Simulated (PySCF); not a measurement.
**GeH+: from the state search to spectroscopic constants**

The task here is to estimate one member of a computed series from the others.

Program: PySCF 2.14.0. Level of theory: Ge pcseg-2, H pcseg-2, no relativity. These are calculated values, not measurements.

The first run:

The job is set up so:

```yaml
atoms: Ge, H
charge: 1
basis: Ge pcseg-2, H pcseg-2
Hamiltonian: no relativity
basis_functions: 57
electrons_treated: 32
masses_in_u: 73.9212, 1.0078
levels: PBE0, PBE, r²SCAN, PW91, B2PLYP, BLYP, HF, MP2, SCS-MP2, CCSD, CCSD(T)
grid: 80 radial by 434 angular points
occupations: held fixed by the projection of orbital angular momentum
dissociation_limit: Ge+ + H, each in its ground configuration
starting_distance_in_angstrom: 1.580
values_of_2S_to_try: 0, 2
```

Run with:

```sh
> OMP_NUM_THREADS=1 python dia.py task.json out
```

Steps of the session up to this table: Input; First curve: PBE0; Higher solutions at PBE0; PBE (GGA); r²SCAN (meta-GGA); PW91 (GGA); B2PLYP (double hybrid); BLYP (GGA); RHF (mean field); Correlated methods on the Hartree–Fock reference.

One of the session's tables, all rows but one given; the rest of the session is left out.

It belongs to the step «The curves together». Energy (eV) from each level's lowest point:

```
R (Å)    RHF  RHF-MP2  RHF-SCS-MP2  RHF-CCSD  RHF-CCSD(T)
1.367  0.459    0.432        0.439       n/a          n/a
1.430  0.196    0.180        0.186     0.198        0.200
1.494      ?        ?            ?         ?            ?
1.541  0.004    0.001        0.003     0.007        0.008
1.589  0.000    0.000        0.000     0.000        0.000
1.637  0.031    0.034        0.032     0.027        0.026
1.700  0.116    0.121        0.117     0.104        0.101
1.780  0.276    0.283        0.275     0.250        0.245
1.875  0.525    0.530        0.517     0.474        0.465
2.002  0.916    0.910        0.891       n/a          n/a
```

Q: Estimate the row for R (Å) = 1.494 from the others.

Worked estimate for «RHF». A straight line through the neighbours (1.430, 0.196) and (1.541, 0.004) gives 0.196 + (0.004 − 0.196) × (1.494 − 1.430) / (1.541 − 1.430) = 0.085; a parabola fitted to 4 rows on both sides gives 0.046.

As computed: RHF: 0.051; RHF-MP2: 0.043; RHF-SCS-MP2: 0.047; RHF-CCSD: 0.055; RHF-CCSD(T): 0.057. In «RHF» the line misses by +0.034 and the parabola by -0.005.
